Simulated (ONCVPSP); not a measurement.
# Fe: generating and testing an ONCV potential

Do these settings give a usable potential? It is generated, then checked for transferability, scattering, ghosts and hardness.

Method: ONCVPSP 4.0.1, PBE, scalar-relativistic.

### Step 1. Starting point

Typed settings, in words:

```json
{
 "element": "iron (Fe, Z = 26)",
 "type": "optimised norm-conserving Vanderbilt (ONCV)",
 "frozen core": "[Ne]",
 "valence charge": "16",
 "reference configuration": "3s2 3p6 3d6 4s2",
 "partial waves": "3s+4s: rc 1.60 bohr, ncon 3, nbas 7, qcut 6.5 1/bohr, 2 projectors; 3p: rc 0.95 bohr, ncon 4, nbas 9, qcut 9 1/bohr, 2 projectors, debl 3.1 Ha; 3d: rc 1.38 bohr, ncon 5, nbas 10, qcut 8.7 1/bohr, 1 projector",
 "local potential": "polynomial inside 0.75 bohr (lpopt 1, dvloc0 3 Ha)",
 "core correction": "Teter function, fcfact 4.5, rcfact 1.1"
}
```

The outer shells as boxes (Hund's rule for the drawing; the calculation is spin-unpolarised):

```
[Ne] core
3s [↑↓]
3p [↑↓][↑↓][↑↓]
3d [↑↓][↑ ][↑ ][↑ ][↑ ]
4s [↑↓]
```

An earlier all-electron run gives the scale for the radii.

All-electron outer shells of the reference configuration (PBE, scalar-relativistic, ld1.x):

```
shell  level (eV)  outermost node (bohr)  outermost maximum (bohr)
   2p     -698.45                      –                      0.18
   3s      -94.02                   0.33                      0.70
   3p      -60.04                   0.30                      0.72
   3d       -7.50                      –                      0.71
   4s       -5.29                   1.00                      2.41
   4p       -1.33                   1.10                      3.33
```

### Step 2. Generation

Fe.dat

```
# ATOM AND REFERENCE CONFIGURATION
# atsym  z   nc   nv     iexc    psfile
  Fe 26.00    3    4        4      upf
#
#   n    l    f
    1    0    2.00
    2    0    2.00
    2    1    6.00
    3    0    2.00
    3    1    6.00
    3    2    6.00
    4    0    2.00
#
# PSEUDOPOTENTIAL AND OPTIMIZATION
# lmax
    2
#
#   l,   rc,      ep,       ncon, nbas, qcut
    0    1.60    0.00    3    7    6.50
    1    0.95    0.00    4    9    9.00
    2    1.38    0.00    5   10    8.70
#
# LOCAL POTENTIAL
# lloc, lpopt,  rc(5),   dvloc0
    4    1    0.75    3.00
#
# VANDERBILT-KLEINMAN-BYLANDER PROJECTORs
# l, nproj, debl
    0    2    0.30
    1    2    3.10
    2    1    2.40
#
# MODEL CORE CHARGE
# icmod, fcfact, rcfact
    3    4.50    1.10
#
# LOG DERIVATIVE ANALYSIS
# epsh1, epsh2, depsh
   -5.00    5.00    0.04
#
# OUTPUT GRID
# rlmax, drl
    6.00    0.01
#
# TEST CONFIGURATIONS
# ncnf
    4
# nvcnf
#   n    l    f
    4
    3    0    2.00
    3    1    6.00
    3    2    6.00
    4    0    1.00
#
    4
    3    0    2.00
    3    1    6.00
    3    2    6.00
    4    0    0.00
#
    4
    3    0    2.00
    3    1    6.00
    3    2    5.00
    4    0    0.00
#
    5
    3    0    2.00
    3    1    6.00
    3    2    6.00
    4    0    1.00
    4    1    1.00
#
```

On the command line:

```bash
$ oncvpsp.x < Fe.dat > Fe.out
```

Q: Predict the outcome of this session. Wanted: cutoffs for 1 and 0.1 mHa per electron, occupied waves; bound ghosts; GHOST(+) flags; largest test error; largest phase difference near zero energy, channels read; rms error of d²Exc/dn², without and with the model core.

**Answer**, as computed:

```
                                                quantity                         value
  cutoffs for 1 and 0.1 mHa per electron, occupied waves             114 Ha and 193 Ha
                                            bound ghosts                    none found
                                          GHOST(+) flags            none at low energy
                            largest test error (AE − PS)  -12 meV, for 3s2 3p6 3d5 4s0
largest phase difference near zero energy, channels read                     0.005 rad
 rms error of d²Exc/dn², without and with the model core             3.44 and 1.04 mHa
```

What this shows: The worst unpolarised test, 3s2 3p6 3d5 4s0, is off by 12 meV on 59.2 eV; by total energies transferability rates as good. By its cutoff, 114 Ha for the looser tolerance, it is very hard. At the looser tolerance the 3d wave is the slowest; 3p needs 31 Ha. The program's ghost test flags no bound state. Near zero energy the phases of the channels with partial waves agree within 0.005 rad.
